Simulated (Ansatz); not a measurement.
# C₂H₈GaN: up Jacob's ladder to CCSD(T)

Aim: compute C₂H₈GaN with functionals from several rungs and with coupled cluster, and see how far each lands from CCSD(T) at the basis-set limit for the atomisation energy.

Method: functionals in def2-TZVPP, the program's frozen cores in correlated methods; program: Ansatz 0.2.0, Gaussian basis.

Levels to be run: LDA (SPW92), PBE-D4, revPBE-D4, BLYP-D4, r2SCAN-D4, B97M-V, PBE0-D4, B3LYP-D4, r2SCANh-D4, r2SCAN0-D4, HSE06-D4, BHLYP-D4, CAM-B3LYP-D4, LC-ωPBE, ωB97X-V, ωB97M-V, B2PLYP, PBE-QIDH; CCSD(T)/def2-SVP; CCSD(T)/def2-TZVPP; MP2/def2-QZVPP; extrapolation to the limit; RPA on PBE.

## 1. The geometry

An earlier PBE0-D4 in a triple-zeta def2 set relaxation fixed the geometry.

SMILES `C[CH](N)[GaH2]`, 12 atoms, charge 0, spin multiplicity 1.

Atoms are counted from 1 here; the program's logs count them from 0.

Bond lengths: C1–C2 1.509 Å, C1–H5 1.092 Å, C1–H6 1.096 Å, C1–H7 1.095 Å, C2–N3 1.477 Å, C2–Ga4 1.975 Å, C2–H8 1.091 Å, N3–H9 1.011 Å, N3–H10 1.013 Å, Ga4–H11 1.574 Å, Ga4–H12 1.576 Å. Angles: C2–C1–H5 110.6°, C2–C1–H6 111.1°, C2–C1–H7 111.5°, H5–C1–H6 108.5°, H5–C1–H7 107.2°, H6–C1–H7 107.7°, C1–C2–N3 110.1°, C1–C2–Ga4 119.5°, C1–C2–H8 110.5°, N3–C2–Ga4 93.8°, N3–C2–H8 107.1°, Ga4–C2–H8 114.0°, C2–N3–H9 115.6°, C2–N3–H10 114.7°, H9–N3–H10 111.2°, C2–Ga4–H11 119.5°, C2–Ga4–H12 116.5°, H11–Ga4–H12 120.9°.

Geometry (Å):

```tsv
atom	x (Å)	y (Å)	z (Å)
C1	-1.1070	0.9722	0.4575
C2	0.0579	0.4382	-0.3390
N3	1.2336	0.2648	0.5371
Ga4	0.0537	-1.4474	-0.9253
H5	-1.9664	1.1517	-0.1922
H6	-0.8458	1.9117	0.9575
H7	-1.4252	0.2619	1.2274
H8	0.3418	1.1450	-1.1197
H9	2.1043	0.0642	0.0644
H10	1.0900	-0.3614	1.3197
H11	1.0437	-1.9092	-2.0581
H12	-0.5807	-2.4918	0.0706
```

## 2. LDA

This LDA is Slater exchange with PW92 correlation.

Input file in.yaml:

```yaml
crystal:
  periodic: [false, false, false]
  atoms:
    - {symbol: C, position_ang: [-1.106951, 0.972234, 0.457480]}
    - {symbol: C, position_ang: [0.057864, 0.438175, -0.338997]}
    - {symbol: N, position_ang: [1.233648, 0.264825, 0.537102]}
    - {symbol: Ga, position_ang: [0.053674, -1.447439, -0.925269]}
    - {symbol: H, position_ang: [-1.966365, 1.151714, -0.192210]}
    - {symbol: H, position_ang: [-0.845785, 1.911663, 0.957491]}
    - {symbol: H, position_ang: [-1.425209, 0.261949, 1.227448]}
    - {symbol: H, position_ang: [0.341793, 1.144971, -1.119677]}
    - {symbol: H, position_ang: [2.104322, 0.064229, 0.064401]}
    - {symbol: H, position_ang: [1.089957, -0.361357, 1.319680]}
    - {symbol: H, position_ang: [1.043726, -1.909220, -2.058073]}
    - {symbol: H, position_ang: [-0.580664, -2.491754, 0.070615]}
basis:
  gaussian: {orbitals: def2-TZVPP}
hamiltonian: {xc: lda}
output: {orbitals: {seedname: orbitals}}
```

On the command line:

```console
$ ansatz run in.yaml --threads 2 --pin off --events-out ev --progress --plain --max-ram 32768MiB --backend cpu
```

Further steps of the session: PBE-D4 (GGA); revPBE-D4 (GGA); BLYP-D4 (GGA); r2SCAN-D4 (meta-GGA); B97M-V (meta-GGA); PBE0-D4 (hybrid); B3LYP-D4 (hybrid); r2SCANh-D4 (hybrid); r2SCAN0-D4 (hybrid); HSE06-D4 (hybrid); BHLYP-D4 (hybrid); CAM-B3LYP-D4 (range-separated); LC-ωPBE (range-separated); ωB97X-V (range-separated); ωB97M-V (range-separated); B2PLYP (double hybrid); PBE-QIDH (double hybrid); CCSD(T) in def2-SVP; CCSD(T) in def2-TZVPP; MP2 in def2-QZVPP; RPA on PBE orbitals.

**Question.** What will the summary of the whole plan be? Wanted: atomisation energy, CCSD(T)/CBS; farthest beyond LDA; mean size of error, GGA; mean size of error, meta-GGA; mean size of error, hybrid; mean size of error, range-separated; mean size of error, double hybrid; gap, smallest and largest; T1 diagnostic.

As calculated:

| quantity | value |
| --- | --- |
| atomisation energy, CCSD(T)/CBS | 4009.5 kJ/mol |
| functionals within 40.1 kJ/mol (1.0 %) | revPBE-D4, BLYP-D4, r2SCAN-D4, B97M-V, PBE0-D4, B3LYP-D4, r2SCANh-D4, HSE06-D4, CAM-B3LYP-D4, LC-ωPBE, ωB97X-V, ωB97M-V, PBE-QIDH |
| farthest beyond LDA | BHLYP-D4 (-109.6 kJ/mol) |
| mean size of error, GGA | 37.3 kJ/mol |
| mean size of error, meta-GGA | 4.8 kJ/mol |
| mean size of error, hybrid | 33.6 kJ/mol |
| mean size of error, range-separated | 9.0 kJ/mol |
| mean size of error, double hybrid | 43.3 kJ/mol |
| gap, smallest and largest | 3.13 eV (LDA (SPW92)), 9.65 eV (LC-ωPBE) |
| T1 diagnostic | 0.0140 |
| triples share of the correlation energy | 3.9 % |

What this shows: The LDA atomisation energy is off by 563.1 kJ/mol (14 %): it overbinds. PBE-D4 is off by +54.5 kJ/mol. Double hybrids carry the basis error of their MP2 part in triple zeta, and no dispersion term here, so their miss is partly the set-up's. The rungs meta-GGA, range-separated, hybrid, GGA miss on average by less than the doubt on the reference (40.1 kJ/mol), so they tie. Misses under about 40.1 kJ/mol are within the doubt on the reference itself, which lacks core-valence correlation, relativity and higher excitations, and its outer-core shells are covered unevenly. Hartree-Fock recovers 71 % of the binding; the rest is correlation. CCSD(T) in def2-SVP is off by -210.8 kJ/mol, more than most functionals: a good method in a small basis is no reference. The gap grows from 3.1 to 9.7 eV across the functionals, mostly with the share of exact exchange. Correlated methods include outer-core shells of Ga, which these sets cover unevenly.
